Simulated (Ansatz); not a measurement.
# CHSe− (SMILES [CH-]=[Se]): single points off equilibrium

An exercise on one series of results from a longer session: the logs are not shown, and one member is left open.

Method: single points in def2-TZVPPD; program: Ansatz 0.2.0, Gaussian basis.

Cores are frozen in the correlated methods. Filled d shells of the heavier atoms are correlated.

### The starting structure

SMILES `[CH-]=[Se]`, 3 atoms, charge -1, spin multiplicity 1.

Atoms are counted from 1 here; the program's logs count them from 0.

Bond lengths: C1–Se2 1.821 Å, C1–H3 0.908 Å. Angles: Se2–C1–H3 121.7°.

Coordinates:

```
C    -0.44670    0.12020   -0.18290
Se    1.06910    0.67600    0.66000
H    -0.58220   -0.75230   -0.39530
```

Set-up of the first run:

run/in.yaml

```yaml
crystal:
  periodic: [false, false, false]
  atoms:
    - {symbol: C, position_ang: [-0.446700, 0.120200, -0.182900]}
    - {symbol: Se, position_ang: [1.069100, 0.676000, 0.660000]}
    - {symbol: H, position_ang: [-0.582200, -0.752300, -0.395300]}
basis:
  gaussian: {orbitals: "def2-TZVPPD.json"}
total_charge: -1
correlation: {method: ccsd_t}
output: {forces: true}
```

The basis file named in the input lies beside it (Basis Set Exchange, JSON).

The command line of these runs was not kept.

Steps of the session up to this table: CCSD(T)/def2-TZVPPD; PBE0-D4/def2-TZVPPD; wB97M-V/def2-TZVPPD; r2SCAN-D4/def2-TZVPPD; PBE-D4/def2-TZVPPD; BHLYP-D4/def2-TZVPPD; r2SCAN0-D4/def2-TZVPPD.

One of the session's tables, all rows but one given; the rest of the session is left out.

| method | RMS force component (eV/Å) | angle to CCSD(T) forces (°) |
| --- | --- | --- |
| CCSD(T) | 5.370 | reference |
| PBE0-D4 | 5.426 | 2.0 |
| wB97M-V | 5.334 | 2.3 |
| r2SCAN-D4 | 5.374 | 1.0 |
| PBE-D4 | ? | ? |
| BHLYP-D4 | 5.226 | 2.1 |
| r2SCAN0-D4 | 5.368 | 2.5 |

Q: Estimate the row for PBE-D4 from the others.

**Answer.** RMS force component (eV/Å): 5.434; angle to CCSD(T) forces (°): 0.5. In the column «RMS force component (eV/Å)» it is the highest.

To keep in mind: The anion's highest level is positive in at least one run, so there the basis alone may hold the extra electron.
